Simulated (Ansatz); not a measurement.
# BiW (zincblende): a single-point run

The task is a single-point run on BiW (zincblende). The structure is shown as the input types it.

Program: Ansatz 0.2.0. Level of theory: Kohn-Sham DFT, with the functional, basis and potentials that each input names (as first typed). These are calculated values, not measurements.

2 further runs of the same task are left out: 1 that didn't finish, 1 set aside as unsound or not needed. Runs told in other sessions of the task aren't counted.

## 1. Starting point

The structure is cubic, space group F-43m (No. 216). Conventional cell: a = 6.288 Å, b = 6.288 Å, c = 6.288 Å, α = 90.00°, β = 90.00°, γ = 90.00°. Around W (site symmetry -43m) lie 4 Bi at 2.72 Å. Around Bi (site symmetry -43m) lie 4 W at 2.72 Å.

As a file:

```cif
data_structure
_symmetry_space_group_name_H-M 'F-43m'
_symmetry_Int_Tables_number 216
_cell_length_a 6.2875
_cell_length_b 6.2875
_cell_length_c 6.2875
_cell_angle_alpha 90.000
_cell_angle_beta 90.000
_cell_angle_gamma 90.000
_cell_volume 248.57
loop_
_atom_site_label
_atom_site_type_symbol
_atom_site_symmetry_multiplicity
_atom_site_Wyckoff_symbol
_atom_site_fract_x
_atom_site_fract_y
_atom_site_fract_z
_atom_site_occupancy
W1 W 4 a 0.00000 0.00000 0.00000 1
Bi1 Bi 4 d 0.25000 0.25000 0.75000 1
```

## 2. Running it

input.yaml reads:

```yaml
crystal:
  lattice:
    - [0.0, 3.1437678557, 3.1437678557]
    - [3.1437678557, 0.0, 3.1437678557]
    - [3.1437678557, 3.1437678557, 0.0]
  atoms:
    - { symbol: W, position: [0.0, 0.0, 0.0] }
    - { symbol: Bi, position: [0.25, 0.25, 0.25] }
basis:
  ecutwfc: 500
  ecutrho_ratio: 4
kpoints:
  mp_grid: { grid: [10, 10, 10] }
hamiltonian:
  xc: r2scan
  hubbard: { sites: [{ species: W, l: d, u_eff: 40.0 }] }
scf:
  occupations: { method: gaussian, width: 0.05 }
  max_iter: 100
output:
  forces: true
  stress: true
```

The run is started by

```console
$ ansatz run input.yaml --threads 2 --pin off --max-ram 2662MiB --backend cpu --events-out ev --progress --plain --runs-dir out
```

What happens when this is run?

The run converged and reported no error, with warnings (filled band counts differ across k points). It gives a pressure of 40 GPa, which is large; a structure far from rest gives such values too, whatever the setting.

In the input, hamiltonian.hubbard.sites is [{species: W, l: d, u_eff: 40.0}]. The U is far outside the few eV that correlated shells need; it reshapes the shell's occupations.

Run again and compare: delete hamiltonian.hubbard.sites.
